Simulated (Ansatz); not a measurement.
# AlF3 (SMILES [F][Al]([F])[F]) at CCSDT(Q)/STO-3G

What is the energy change on altering one bond length of AlF3 at CCSDT(Q)/STO-3G? 

Program for the calculation: Ansatz 0.2.0.

38 further runs of the same task are left out: 6 that didn't finish, 32 set aside as unsound or not needed.

**1. The structure to begin with**

The species is AlF3 (4 atoms), meant as a singlet with charge 0. As SMILES, `[F][Al]([F])[F]`. The shape comes from GFN2-xTB, which is rough for such elements, and wasn't checked as a minimum.

Bond lengths: Al1–F2 1.631 Å, Al1–F3 1.631 Å, Al1–F4 1.631 Å. Angles: F2–Al1–F3 120.0°, F2–Al1–F4 120.0°, F3–Al1–F4 120.0°.

**2. A single-point energy at CCSDT(Q)/STO-3G**

in.yaml

```yaml
crystal:
  periodic: [false, false, false]
  atoms:
    - {symbol: Al, position_ang: [-0.000200, -0.000290, -0.001260]}
    - {symbol: F, position_ang: [1.630840, -0.027090, 0.013490]}
    - {symbol: F, position_ang: [-0.791540, 1.425990, -0.016640]}
    - {symbol: F, position_ang: [-0.839100, -1.398610, 0.004400]}
basis:
  gaussian: {orbitals: STO-3G}
correlation: {method: ccsdt_q, frozen_orbitals: {Al: 5, F: 1}}
accuracy: high
scf: {omitted_lower_state_checks: [cluster_reference, increment]}
```

The run is started by

```sh
$ ansatz run in.yaml --threads 1 --pin off --max-ram 2610MiB --events-out events.jsonl --progress --plain --runs-dir runs
```

Output, shortened:

```text
Warning: RAYON_NUM_THREADS=1 ignored (pool sized by the plan → 1); use --threads N
Functional definition: HF
  name "HF"
[...]
448 factors; integrals over basis functions are off by at most 4.3e-8 eV
[...]
mean field -14510.40580721 eV, -533.2475779086 hartree, gradient 9.6e-8 eV, S^2 0.000000; 0 other end points of the search recorded, 0 dependent functions left out
8 core orbitals not correlated: weight in the atoms' cores, before any rotation towards them, 1.000 or more for the frozen orbitals, at most 0.000 for the correlated occupied ones
reference -14510.40580721 eV, -533.2475779086 hartree; 12, 12 occupied and 4, 4 virtual orbitals, 448 factors
second order -1.92239807 eV of doubles, -0.00000000 eV of singles
cycle   1  -2.01276316 eV  change   -9.0e-2 eV  update   1.0e-1
[...]
cycle  23  -2.47052615 eV  change    1.4e-9 eV  update   1.4e-9
perturbative correction -0.01385966 eV, -0.0005093333 hartree
Total energy: -14512.89019302 eV, -533.3388774032 hartree
Checks for a lower state left out: cluster_reference, increment
```

Run time: 0.62 s. Hardware: 1 thread of Arm Neoverse V1, shared host.

**3. The distorted shape, same level**

molecule.yaml

```yaml
crystal:
  periodic: [false, false, false]
  atoms:
    - {symbol: Al, position_ang: [0.197650, -0.356888, 0.002585]}
    - {symbol: F, position_ang: [1.828690, -0.383688, 0.017335]}
    - {symbol: F, position_ang: [-0.791540, 1.425990, -0.016640]}
    - {symbol: F, position_ang: [-0.641250, -1.755208, 0.008245]}
basis:
  gaussian: {orbitals: STO-3G}
accuracy: high
correlation: {method: ccsdt_q, frozen_orbitals: {Al: 5, F: 1}}
scf: {omitted_lower_state_checks: [cluster_reference, increment]}
```

The run is started by

```sh
$ ansatz run molecule.yaml --threads 1 --pin off --max-ram 2610MiB --events-out events.jsonl --progress --plain --runs-dir runs
```

Output, shortened:

```text
Warning: RAYON_NUM_THREADS=1 ignored (pool sized by the plan → 1); use --threads N
[... 2 set-up lines as earlier in the session ...]
[...]
432 factors; integrals over basis functions are off by at most 4.3e-8 eV
[...]
mean field -14508.11794055 eV, -533.1635003598 hartree, gradient 1.5e-8 eV, S^2 0.000000; 0 other end points of the search recorded, 0 dependent functions left out; unrestricted orbitals would lower it
8 core orbitals not correlated: weight in the atoms' cores, before any rotation towards them, 1.000 or more for the frozen orbitals, at most 0.000 for the correlated occupied ones
reference -14508.11794055 eV, -533.1635003598 hartree; 12, 12 occupied and 4, 4 virtual orbitals, 432 factors
second order -2.22621247 eV of doubles, -0.00000000 eV of singles
cycle   1  -2.43661859 eV  change   -2.1e-1 eV  update   1.2e-1
[...]
cycle  28  -3.06428577 eV  change    2.6e-9 eV  update   2.8e-9
perturbative correction -0.01742306 eV, -0.0006402858 hartree
Total energy: -14511.19964939 eV, -533.2767510706 hartree
Checks for a lower state left out: cluster_reference, increment
```

Run time: 0.68 s. Hardware: 1 thread of Arm Neoverse V1, shared host.

**4. Outcome**

At CCSDT(Q)/STO-3G, 8 core orbitals frozen:

```
                                                          quantity          value
                                         first shape: total energy  -533.33888 Eh
          first shape: correlation energy (8 core orbitals frozen)      -91.3 mEh
                                        first shape: T1 diagnostic          0.015
                                     distorted shape: total energy  -533.27675 Eh
      distorted shape: correlation energy (8 core orbitals frozen)     -113.3 mEh
                                    distorted shape: T1 diagnostic          0.019
energy change with the Al1–F3 bond stretched from 1.631 to 2.039 Å       1.691 eV
```

**Reading.** With the Al1–F3 bond stretched from 1.631 to 2.039 Å the energy rises by 1.69 eV (39 kcal/mol). The first shape isn't relaxed at this level, so the change isn't measured from a minimum. The minimal basis adds a large error of its own. The restricted solution (distorted shape) is unstable to spin breaking: an unrestricted one lies lower.
